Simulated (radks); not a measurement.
# Eu²³⁺ in [Kr] 4d4: an all-electron calculation

What are the levels of the europium ion Eu23+, how large are its shells, and how does its energy divide?

Program: radks (a radial shooting solver on a logarithmic mesh, Libxc functionals) version 1. Level of theory: scalar-relativistic Kohn-Sham, SCAN, spin-unpolarised, spherical densities, finite nucleus. These are calculated values, not measurements, unless marked.

## 1. The system

* element: europium (Z = 63)
* charge: +23
* electrons: 40
* configuration: [Kr] 4d4
* nuclear rms radius: 5.1115 fm

The outer shells:

Eu²³⁺
```
[Kr] core
4d [↑ ][↑ ][↑ ][↑ ][  ]
```

## 2. Self-consistent calculation

The run's settings:

```text
Z 63
configuration [Kr] 4d4
relativity scalar-relativistic
functional scan,scan
spin unpolarised
nucleus finite rms 5.1115 fm
c 137.035999084
```

**Question.** What will this run give?

**Answer**, as computed:

```
                        quantity                 value
                    total energy   -10615.3143 hartree
exchange-correlation share of it                2.05 %
                            −T/E                1.0729
          highest occupied level        4d, -732.53 eV
    most extended occupied level  4d, <r> = 0.561 bohr
 radius at density 0.001 e/bohr³             1.42 bohr
    maxima of the radial density                     4
         ionisation energy, NIST       755 (theory) eV
```

What this shows: 4 principal shells are occupied and 4 maxima appear in the radial density. −T/E is 1.073: with relativity the kinetic term as defined here no longer equals −E. The top level binds by 732.53 eV, 97 % of the NIST ionisation energy of 755 eV. Spin polarisation and multiplet splitting are left out. Spin-orbit splitting is averaged out at the scalar-relativistic level.
